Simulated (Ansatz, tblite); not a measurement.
# C₃₈H₂₄F₆: a ladder of methods and basis sets

One table from this session's results is given with a row withheld; the runs are named, their logs left out.

Program: Ansatz 0.2.0, Gaussian basis. Level of theory: as each input shows. These are calculated values, not measurements.

The runs, in order: GFN1-xTB, GFN2-xTB, PBE-D4/def2-TZVP, r2SCAN-D4/def2-TZVP, PBE-D4/def2-SVP, PBE0-D4/def2-SVP.

1 further run of the same task is left out (set aside as unsound or not needed).

## The structure

The singlet was relaxed beforehand with PBE-D4/def2-SVP.

SMILES `FC(F)(F)c1ccc(-c2ccc(-c3ccc(-c4ccc(-c5ccc(-c6ccc(C(F)(F)F)cc6)cc5)cc4)cc3)cc2)cc1`, 68 atoms, charge 0, spin multiplicity 1.

Bond lengths: F1–C2 1.354 Å, C2–F3 1.357 Å, C2–F4 1.359 Å, C2–C5 1.508 Å, C5–C6 1.404 Å, C5–C44 1.407 Å, C6–C7 1.399 Å, C6–H45 1.099 Å, C7–C8 1.413 Å, C7–H46 1.100 Å, C8–C9 1.482 Å, C8–C43 1.415 Å, C9–C10 1.413 Å, C9–C42 1.413 Å, C10–C11 1.398 Å, C10–H47 1.101 Å, C11–C12 1.414 Å, C11–H48 1.100 Å and more. Angles: F1–C2–F3 107.6°, F1–C2–F4 107.2°, F1–C2–C5 112.2°, F3–C2–F4 106.7°, F3–C2–C5 111.5°, F4–C2–C5 111.4°, C2–C5–C6 120.9°, C2–C5–C44 119.4°, C6–C5–C44 119.6°, C5–C6–C7 120.0°, C5–C6–H45 119.7°, C7–C6–H45 120.3°, C6–C7–C8 121.2°, C6–C7–H46 119.3°, C8–C7–H46 119.5°, C7–C8–C9 121.0°, C7–C8–C43 118.0°, C9–C8–C43 121.0° and more.

PBE0-D4/def2-TZVP was run before; its log isn't repeated, and its numbers join the tables.

The first run:

Tight binding, by tblite at 300 K electronic temperature and without a spin-polarisation term:

```python
tblite.interface.Calculator('GFN1-xTB', numbers, positions, charge=0, uhf=0).singlepoint()
```

Tight binding, by tblite at 300 K electronic temperature and without a spin-polarisation term:

```python
tblite.interface.Calculator('GFN2-xTB', numbers, positions, charge=0, uhf=0).singlepoint()
```

start.molden holds the orbitals of an earlier run on this state, given as this run's starting guess.

in.yaml reads:

```yaml
crystal:
  periodic: [false, false, false]
  atoms:
    - {symbol: F, position_ang: [-14.262861, 1.188565, -1.190014]}
    - {symbol: C, position_ang: [-13.759836, 0.082340, -0.592038]}
    - {symbol: F, position_ang: [-14.323128, -0.010469, 0.639135]}
    - {symbol: F, position_ang: [-14.195716, -0.990720, -1.302508]}
    - {symbol: C, position_ang: [-12.254151, 0.113772, -0.510318]}
    - {symbol: C, position_ang: [-11.507071, 1.001087, -1.302156]}
    - {symbol: C, position_ang: [-10.109207, 0.986968, -1.241612]}
    - {symbol: C, position_ang: [-9.422951, 0.088652, -0.393269]}
    - {symbol: C, position_ang: [-7.942396, 0.074957, -0.332056]}
    - {symbol: C, position_ang: [-7.228896, -1.130255, -0.142323]}
    - {symbol: C, position_ang: [-5.832504, -1.143790, -0.088341]}
    - {symbol: C, position_ang: [-5.082053, 0.047924, -0.214016]}
    - {symbol: C, position_ang: [-3.602433, 0.034079, -0.152407]}
    - {symbol: C, position_ang: [-2.882613, 1.104470, 0.426026]}
    - {symbol: C, position_ang: [-1.486624, 1.089842, 0.487336]}
    - {symbol: C, position_ang: [-0.740798, 0.007117, -0.032276]}
    - {symbol: C, position_ang: [0.738465, -0.006929, 0.030131]}
    - {symbol: C, position_ang: [1.511088, -0.594938, -0.997541]}
    - {symbol: C, position_ang: [2.907094, -0.607068, -0.938898]}
    - {symbol: C, position_ang: [3.601910, -0.034289, 0.151252]}
    - {symbol: C, position_ang: [5.081400, -0.048506, 0.213892]}
    - {symbol: C, position_ang: [5.799920, 0.989979, 0.850589]}
    - {symbol: C, position_ang: [7.195827, 0.975538, 0.912165]}
    - {symbol: C, position_ang: [7.943408, -0.076214, 0.335207]}
    - {symbol: C, position_ang: [9.423736, -0.089849, 0.397754]}
    - {symbol: C, position_ang: [10.193387, -0.615397, -0.665387]}
    - {symbol: C, position_ang: [11.591085, -0.628633, -0.609358]}
    - {symbol: C, position_ang: [12.254734, -0.114916, 0.517554]}
    - {symbol: C, position_ang: [13.761605, -0.073627, 0.569179]}
    - {symbol: F, position_ang: [14.237010, 1.151027, 0.222447]}
    - {symbol: F, position_ang: [14.226341, -0.334997, 1.816375]}
    - {symbol: F, position_ang: [14.324394, -0.971647, -0.274725]}
    - {symbol: C, position_ang: [11.506248, 0.407943, 1.587607]}
    - {symbol: C, position_ang: [10.109996, 0.419878, 1.525244]}
    - {symbol: C, position_ang: [7.227173, -1.113900, -0.303615]}
    - {symbol: C, position_ang: [5.831052, -1.101196, -0.360529]}
    - {symbol: C, position_ang: [2.828590, 0.552571, 1.179271]}
    - {symbol: C, position_ang: [1.432650, 0.567103, 1.119813]}
    - {symbol: C, position_ang: [-1.460687, -1.061719, -0.613575]}
    - {symbol: C, position_ang: [-2.856942, -1.050063, -0.669462]}
    - {symbol: C, position_ang: [-5.797017, 1.253433, -0.400400]}
    - {symbol: C, position_ang: [-7.193103, 1.266334, -0.461410]}
    - {symbol: C, position_ang: [-10.193035, -0.796102, 0.398347]}
    - {symbol: C, position_ang: [-11.589278, -0.785111, 0.343724]}
    - {symbol: H, position_ang: [-12.026098, 1.702162, -1.971305]}
    - {symbol: H, position_ang: [-9.535568, 1.670077, -1.885745]}
    - {symbol: H, position_ang: [-7.779861, -2.078986, -0.055118]}
    - {symbol: H, position_ang: [-5.309844, -2.098306, 0.075201]}
    - {symbol: H, position_ang: [-3.430850, 1.957019, 0.854405]}
    - {symbol: H, position_ang: [-0.958671, 1.947137, 0.931410]}
    - {symbol: H, position_ang: [1.006556, -1.017326, -1.879514]}
    - {symbol: H, position_ang: [3.474498, -1.038293, -1.777188]}
    - {symbol: H, position_ang: [5.254034, 1.845794, 1.275239]}
    - {symbol: H, position_ang: [7.721755, 1.819110, 1.384520]}
    - {symbol: H, position_ang: [9.686774, -0.997930, -1.564185]}
    - {symbol: H, position_ang: [12.175474, -1.037357, -1.446385]}
    - {symbol: H, position_ang: [12.022938, 0.791233, 2.480056]}
    - {symbol: H, position_ang: [9.535247, 0.803978, 2.381366]}
    - {symbol: H, position_ang: [7.774711, -1.968007, -0.730245]}
    - {symbol: H, position_ang: [5.306595, -1.946691, -0.830453]}
    - {symbol: H, position_ang: [3.331313, 0.973575, 2.062814]}
    - {symbol: H, position_ang: [0.863597, 0.999736, 1.956381]}
    - {symbol: H, position_ang: [-0.913602, -1.929161, -1.012496]}
    - {symbol: H, position_ang: [-3.383287, -1.892517, -1.142908]}
    - {symbol: H, position_ang: [-5.244757, 2.197808, -0.519527]}
    - {symbol: H, position_ang: [-7.717086, 2.225210, -0.592727]}
    - {symbol: H, position_ang: [-9.685790, -1.483476, 1.091717]}
    - {symbol: H, position_ang: [-12.171885, -1.468022, 0.979900]}
basis:
  gaussian: {orbitals: def2-TZVP, fitting: {mean_field: def2-universal-jkfit}, initial_orbitals: start.molden}
hamiltonian: {xc: pbe, dispersion: d4}
scf: {omitted_lower_state_checks: [starts]}
output: {forces: true, orbitals: {seedname: orbitals}}
```

Started as:

```sh
ansatz run in.yaml --threads 4 --pin off --events-out ev --progress --plain --max-ram 66560MiB --backend cuda --devices 0, --max-vram 37GiB
```

Among the steps run: PBE-D4/def2-TZVP; r2SCAN-D4/def2-TZVP; PBE-D4/def2-SVP; PBE0-D4/def2-SVP.

One table of the session follows, with a row left open; its other results are not shown here.

It belongs to the step «Binding energy». 

| level | binding an atom (eV) |
| --- | --- |
| PBE-D4/def2-SVP | 5.636 |
| PBE-D4/def2-TZVP | 5.533 |
| r2SCAN-D4/def2-TZVP | ? |
| PBE0-D4/def2-SVP | 5.500 |
| PBE0-D4/def2-TZVP | 5.400 |

Estimate the missing values for r2SCAN-D4/def2-TZVP.

**Answer.** binding an atom (eV): 5.345. In the column «binding an atom (eV)» it is the lowest.

Limits of these values: Free atoms were run apart at each level; binding is atoms less cluster, divided by the number of atoms, without zero-point or spin-orbit terms.
